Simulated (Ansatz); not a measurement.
# CH3AlClF: basis-set convergence

Aim: see how fast density functionals converge with the basis set for CH3AlClF.

Method: one geometry, several basis sets; program: Ansatz 0.2.0, Gaussian basis.

The runs, in order: PBE0-D4/def2-SVP; ωB97M-V/def2-SVP; PBE0-D4/def2-QZVPP; ωB97M-V/def2-QZVPP; the functionals' def2-TZVPP values are taken from earlier runs.

### 1 The geometry

An earlier PBE0-D4 in a triple-zeta def2 set relaxation fixed the geometry.

7 atoms, charge 0, spin multiplicity 1.

Atoms are counted from 1 here; the program's logs count them from 0.

Bond lengths: F1–C2 1.342 Å, C2–Al3 1.983 Å, C2–Cl4 1.922 Å, C2–H5 1.091 Å, Al3–Cl4 2.414 Å, Al3–H6 1.577 Å, Al3–H7 1.580 Å. Angles: F1–C2–Al3 122.8°, F1–C2–Cl4 108.2°, F1–C2–H5 109.0°, Al3–C2–Cl4 76.4°, Al3–C2–H5 126.2°, Cl4–C2–H5 101.7°, C2–Al3–Cl4 50.7°, C2–Al3–H6 116.7°, C2–Al3–H7 116.1°, Cl4–Al3–H6 109.4°, Cl4–Al3–H7 108.7°, H6–Al3–H7 126.8°, C2–Cl4–Al3 53.0°.

Geometry (Å):

```
F    -1.33049   -1.48498    0.28325
C    -0.34035   -0.81932   -0.33127
Al    0.67493    0.64360    0.54099
Cl   -1.08153    0.77362   -1.11011
H    -0.03282   -1.37711   -1.21693
H     0.12843    1.15434    1.92942
H     2.04304    1.04176   -0.14093
```

### 2 PBE0-D4 in def2-SVP

The input, in.yaml:

```yaml
crystal:
  periodic: [false, false, false]
  atoms:
    - {symbol: F, position_ang: [-1.330488, -1.484980, 0.283245]}
    - {symbol: C, position_ang: [-0.340354, -0.819325, -0.331273]}
    - {symbol: Al, position_ang: [0.674926, 0.643596, 0.540986]}
    - {symbol: Cl, position_ang: [-1.081535, 0.773624, -1.110115]}
    - {symbol: H, position_ang: [-0.032823, -1.377113, -1.216934]}
    - {symbol: H, position_ang: [0.128434, 1.154342, 1.929417]}
    - {symbol: H, position_ang: [2.043040, 1.041756, -0.140926]}
basis:
  gaussian: {orbitals: def2-SVP}
hamiltonian: {xc: pbe0, dispersion: d4}
output: {orbitals: {seedname: orbitals}}
```

After this run come: ωB97M-V in def2-SVP; PBE0-D4 in def2-QZVPP; ωB97M-V in def2-QZVPP.

**Question.** What will the summary of the whole plan be? Wanted: PBE0-D4: double and triple zeta above quadruple; ωB97M-V: double and triple zeta above quadruple.

The runs gave:

| quantity | value |
| --- | --- |
| PBE0-D4: double and triple zeta above quadruple | 12.01, 0.77 eV |
| ωB97M-V: double and triple zeta above quadruple | 12.03, 0.74 eV |

What this shows: For PBE0-D4 the step from double to triple zeta gains 11.23 eV and the next only 0.77 eV. These are total energies; as a rule much of such shifts cancels in differences, which this series doesn't test. The LUMO of ωB97M-V is positive and keeps falling with the basis (1.01 to 0.39 eV): an unbound level that the basis holds in place.
